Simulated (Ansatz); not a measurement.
# CH3AlFN: up Jacob's ladder to CCSD(T)

The task here is to estimate one member of a computed series from the others.

Program: Ansatz 0.2.0, Gaussian basis. Level of theory: functionals in def2-TZVPP, the program's frozen cores in correlated methods. These are calculated values, not measurements.

The runs, in order: LDA (SPW92), PBE-D4, revPBE-D4, BLYP-D4, r2SCAN-D4, B97M-V, PBE0-D4, B3LYP-D4, r2SCANh-D4, r2SCAN0-D4, HSE06-D4, BHLYP-D4, CAM-B3LYP-D4, LC-ωPBE, ωB97X-V, ωB97M-V, B2PLYP, PBE-QIDH; CCSD(T)/def2-SVP; CCSD(T)/def2-TZVPP; MP2/def2-QZVPP; extrapolation to the limit; RPA on PBE.

1 further run of the same task is left out (it didn't finish).

## The relaxed structure

An earlier PBE0-D4 in a triple-zeta def2 set relaxation fixed the geometry.

7 atoms, charge 0, spin multiplicity 1.

Atoms are counted from 1 here; the program's logs count them from 0.

Bond lengths: N1–C2 1.254 Å, N1–H5 1.018 Å, C2–F3 1.354 Å, C2–Al4 1.989 Å, Al4–H6 1.578 Å, Al4–H7 1.582 Å. Angles: C2–N1–H5 110.4°, N1–C2–F3 115.8°, N1–C2–Al4 128.2°, F3–C2–Al4 116.0°, C2–Al4–H6 122.0°, C2–Al4–H7 113.3°, H6–Al4–H7 124.7°.

The first run:

in.yaml

```yaml
crystal:
  periodic: [false, false, false]
  atoms:
    - {symbol: N, position_ang: [0.153494, -1.769365, 0.062700]}
    - {symbol: C, position_ang: [0.346683, -0.615618, 0.513806]}
    - {symbol: F, position_ang: [1.022850, -0.545675, 1.685353]}
    - {symbol: Al, position_ang: [-0.214069, 1.122095, -0.274455]}
    - {symbol: H, position_ang: [-0.359130, -1.726209, -0.815370]}
    - {symbol: H, position_ang: [0.113327, 2.500253, 0.420229]}
    - {symbol: H, position_ang: [-1.001854, 0.966520, -1.637863]}
basis:
  gaussian: {orbitals: def2-TZVPP}
hamiltonian: {xc: lda}
output: {orbitals: {seedname: orbitals}}
```

Among the steps run: LDA; PBE-D4 (GGA); revPBE-D4 (GGA); BLYP-D4 (GGA); r2SCAN-D4 (meta-GGA); B97M-V (meta-GGA); PBE0-D4 (hybrid); B3LYP-D4 (hybrid); r2SCANh-D4 (hybrid); r2SCAN0-D4 (hybrid); HSE06-D4 (hybrid); BHLYP-D4 (hybrid); CAM-B3LYP-D4 (range-separated); LC-ωPBE (range-separated); ωB97X-V (range-separated); ωB97M-V (range-separated); B2PLYP (double hybrid); PBE-QIDH (double hybrid).

One of the session's tables, all rows but one given; the rest of the session is left out.

It belongs to the step «Frontier levels by functional». 

```
  functional  HOMO (eV)  LUMO (eV)  gap (eV)
 LDA (SPW92)      -6.59      -3.48      3.12
      PBE-D4      -6.44      -3.21      3.22
   revPBE-D4      -6.37      -3.10      3.27
     BLYP-D4      -6.35      -3.11      3.24
   r2SCAN-D4      -6.72      -2.99      3.73
      B97M-V      -6.87      -3.15      3.73
     PBE0-D4      -7.87      -2.42      5.45
    B3LYP-D4      -7.66      -2.65      5.01
  r2SCANh-D4      -7.26      -2.70      4.56
  r2SCAN0-D4      -8.07      -2.29      5.78
    HSE06-D4      -7.46      -2.79      4.67
    BHLYP-D4          ?          ?         ?
CAM-B3LYP-D4      -9.32      -1.48      7.84
     LC-ωPBE     -10.64      -0.35     10.30
     ωB97X-V     -10.30      -0.46      9.84
     ωB97M-V     -10.19      -0.71      9.48
```

Estimate the missing values for BHLYP-D4.

Worked estimate for «HOMO (eV)». Against the share of exact exchange, BLYP-D4 (0, -6.35), B3LYP-D4 (0.2, -7.66) give a slope of -6.55 per unit share; at 0.5 the line stands at -9.62.

**Answer.** HOMO (eV): -9.28; LUMO (eV): -1.65; gap (eV): 7.64. In «HOMO (eV)» the line misses by -0.34.
